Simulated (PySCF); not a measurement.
**C3H9Ga: a look at the electrons**

For C3H9Ga, the scripts below analyse its density (charges, bond critical points, surface potential), see where an electron leaves and enters and measure its response to a uniform field.

Program: PySCF 2.14.0. Level of theory: levels as typed in each script, gas phase, geometry from GFN2-xTB. These are calculated values, not measurements.

## Step 1: Starting geometry

SMILES `C[Ga](C)C`, 13 atoms, charge 0, spin multiplicity 1.

Bond lengths: C1–Ga2 2.046 Å, C1–H5 1.094 Å, C1–H6 1.094 Å, C1–H7 1.093 Å, Ga2–C3 2.046 Å, Ga2–C4 2.046 Å, C3–H8 1.094 Å, C3–H9 1.093 Å, C3–H10 1.094 Å, C4–H11 1.094 Å, C4–H12 1.093 Å, C4–H13 1.094 Å. Angles: Ga2–C1–H5 111.0°, Ga2–C1–H6 111.0°, Ga2–C1–H7 111.8°, H5–C1–H6 107.0°, H5–C1–H7 107.8°, H6–C1–H7 108.0°, C1–Ga2–C3 118.9°, C1–Ga2–C4 120.1°, C3–Ga2–C4 121.0°, Ga2–C3–H8 111.0°, Ga2–C3–H9 111.9°, Ga2–C3–H10 110.9°, H8–C3–H9 108.0°, H8–C3–H10 107.1°, H9–C3–H10 107.8°, Ga2–C4–H11 110.8°, Ga2–C4–H12 111.7°, Ga2–C4–H13 111.1° and more.

Coordinates:

```xyz
13
C3H9Ga
C     0.6383    1.9379   -0.0015
Ga   -0.0057   -0.0042    0.0020
C     1.3837   -1.5064   -0.0028
C    -2.0087   -0.4218   -0.0009
H     1.1643    2.1744   -0.9311
H     1.3396    2.1205    0.8181
H    -0.1918    2.6418    0.1011
H     2.1164   -1.3603   -0.8017
H     0.9220   -2.4875   -0.1419
H     1.9375   -1.5284    0.9405
H    -2.4546   -0.1784   -0.9698
H    -2.2012   -1.4795    0.1984
H    -2.5357    0.1686    0.7540
```

## Step 2: Density, bond paths and surface potential (PBE0/def2-tzvp)

input.py

```python
import numpy as np
from pyscf import gto, scf, dft
from pyscf.scf import atom_ks, atom_hf
from scipy.linalg import block_diag

def solve(mol, dm0=None, hcore=None):
    mf = (dft.UKS if mol.spin else dft.RKS)(mol, xc='pbe0')
    mf.grids.level = 3
    mf = mf.density_fit(auxbasis='def2-universal-jkfit')
    mf.conv_tol, mf.max_cycle = 1e-8, 80
    if hcore is not None:
        mf.get_hcore = lambda *args: hcore
    mf.kernel(dm0)
    if not mf.converged:
        mf = mf.newton().run(mf.mo_coeff, mf.mo_occ, max_cycle=30)
    assert mf.converged, 'SCF not converged'
    return mf

mol = gto.M(atom='''
C      0.63833     1.93785    -0.00147
Ga    -0.00568    -0.00418     0.00204
C      1.38367    -1.50635    -0.00280
C     -2.00869    -0.42184    -0.00086
H      1.16425     2.17443    -0.93114
H      1.33961     2.12054     0.81809
H     -0.19184     2.64184     0.10107
H      2.11636    -1.36030    -0.80170
H      0.92196    -2.48746    -0.14190
H      1.93749    -1.52836     0.94048
H     -2.45461    -0.17842    -0.96984
H     -2.20122    -1.47947     0.19844
H     -2.53574     0.16863     0.75403
''', basis='def2-tzvp', charge=0, spin=0, verbose=4)
mf = solve(mol)
mf.analyze()
# spherically averaged free atoms, for the promolecule
atm = atom_ks.get_atm_nrks(mol, xc='pbe0')
pro = block_diag(*[(atm[a[0]][2] * atm[a[0]][3]) @ atm[a[0]][2].T for a in mol._atom])
np.savez('result.npz', e=mf.e_tot, c=mf.mo_coeff, occ=mf.mo_occ, eps=mf.mo_energy, pro=pro, dip=mf.dip_moment(verbose=0), s2=mf.spin_square()[0])
```

Command:

```console
> OMP_NUM_THREADS=1 python input.py
```

## Step 4: Removing and adding an electron (PBE0/def2-tzvp)

input.py

```python
import numpy as np
from pyscf import gto, scf, dft
from pyscf.scf import atom_ks, atom_hf
from scipy.linalg import block_diag

def solve(mol, dm0=None, hcore=None):
    mf = (dft.UKS if mol.spin else dft.RKS)(mol, xc='pbe0')
    mf.grids.level = 3
    mf = mf.density_fit(auxbasis='def2-universal-jkfit')
    mf.conv_tol, mf.max_cycle = 1e-8, 80
    if hcore is not None:
        mf.get_hcore = lambda *args: hcore
    mf.kernel(dm0)
    if not mf.converged:
        mf = mf.newton().run(mf.mo_coeff, mf.mo_occ, max_cycle=30)
    assert mf.converged, 'SCF not converged'
    return mf

mol = gto.M(atom='''
C      0.63833     1.93785    -0.00147
Ga    -0.00568    -0.00418     0.00204
C      1.38367    -1.50635    -0.00280
C     -2.00869    -0.42184    -0.00086
H      1.16425     2.17443    -0.93114
H      1.33961     2.12054     0.81809
H     -0.19184     2.64184     0.10107
H      2.11636    -1.36030    -0.80170
H      0.92196    -2.48746    -0.14190
H      1.93749    -1.52836     0.94048
H     -2.45461    -0.17842    -0.96984
H     -2.20122    -1.47947     0.19844
H     -2.53574     0.16863     0.75403
''', basis='def2-tzvp', charge=0, spin=0, verbose=4)
mf = solve(mol)
out = dict(e0=mf.e_tot, dm0=mf.make_rdm1(), c=mf.mo_coeff, occ=mf.mo_occ, eps=mf.mo_energy)
for name, dq, spin in [('cation', 1, 1)]:
    ion = mol.copy().set(charge=mol.charge + dq, spin=spin).build()
    mi = solve(ion)
    if spin and dq > 0 and mol.nao < 130:
        c, _, stable, _ = mi.stability(return_status=True)
        if not stable:
            mi = solve(ion, mi.make_rdm1(c, mi.mo_occ))
    print(name, 'vertical energy change / eV', (mi.e_tot - mf.e_tot) * 27.211386)
    out.update({'e_' + name: mi.e_tot, 'dm_' + name: mi.make_rdm1(), 's2_' + name: mi.spin_square()[0], 'eps_' + name: mi.mo_energy, 'occ_' + name: mi.mo_occ})
# spherically averaged free atoms, for the promolecule
atm = atom_ks.get_atm_nrks(mol, xc='pbe0')
pro = block_diag(*[(atm[a[0]][2] * atm[a[0]][3]) @ atm[a[0]][2].T for a in mol._atom])
np.savez('result.npz', pro=pro, **out)
```

## Step 5: Response to an electric field (PBE0/def2-tzvp)

Edit input.py of step 4 so:

```diff
@@ -33,13 +33,10 @@
 ''', basis='def2-tzvp', charge=0, spin=0, verbose=4)
+field = np.array([0.004, 0.0, 0.0])  # atomic units
+mol.set_common_orig(mol.atom_charges() @ mol.atom_coords() / mol.atom_charges().sum())
 mf = solve(mol)
-out = dict(e0=mf.e_tot, dm0=mf.make_rdm1(), c=mf.mo_coeff, occ=mf.mo_occ, eps=mf.mo_energy)
-for name, dq, spin in [('cation', 1, 1)]:
-    ion = mol.copy().set(charge=mol.charge + dq, spin=spin).build()
-    mi = solve(ion)
-    if spin and dq > 0 and mol.nao < 130:
-        c, _, stable, _ = mi.stability(return_status=True)
-        if not stable:
-            mi = solve(ion, mi.make_rdm1(c, mi.mo_occ))
-    print(name, 'vertical energy change / eV', (mi.e_tot - mf.e_tot) * 27.211386)
-    out.update({'e_' + name: mi.e_tot, 'dm_' + name: mi.make_rdm1(), 's2_' + name: mi.spin_square()[0], 'eps_' + name: mi.mo_energy, 'occ_' + name: mi.mo_occ})
+out = dict(dm0=mf.make_rdm1(), d0=mf.dip_moment(unit='AU'), e0=mf.e_tot)
+for name, sign in (('p', 1), ('m', -1)):
+    h = mf.get_hcore() + sign * np.einsum('x,xij->ij', field, mol.intor('int1e_r'))
+    mi = solve(mol, mf.make_rdm1(), h)
+    out.update({'dm' + name: mi.make_rdm1(), 'd' + name: mi.dip_moment(unit='AU'), 'e' + name: mi.e_tot})
 # spherically averaged free atoms, for the promolecule
```

(Steps that only read results are left out.)

**Question.** What will these runs give? Wanted: dipole moment; HOMO, LUMO; polarisability along the field.

As calculated:

| quantity | value |
| --- | --- |
| dipole moment (PBE0/def2-tzvp) | 0.01 D |
| HOMO, LUMO (PBE0/def2-tzvp) | -7.38, -0.70 eV |
| polarisability along the field (PBE0/def2-tzvp) | 76.9 bohr³ |

**Reading.** At PBE0/def2-tzvp: The highest Hirshfeld charge is on Ga2 (+0.51 e), the lowest on C1 (−0.26 e). The geometry was not optimised at these levels.
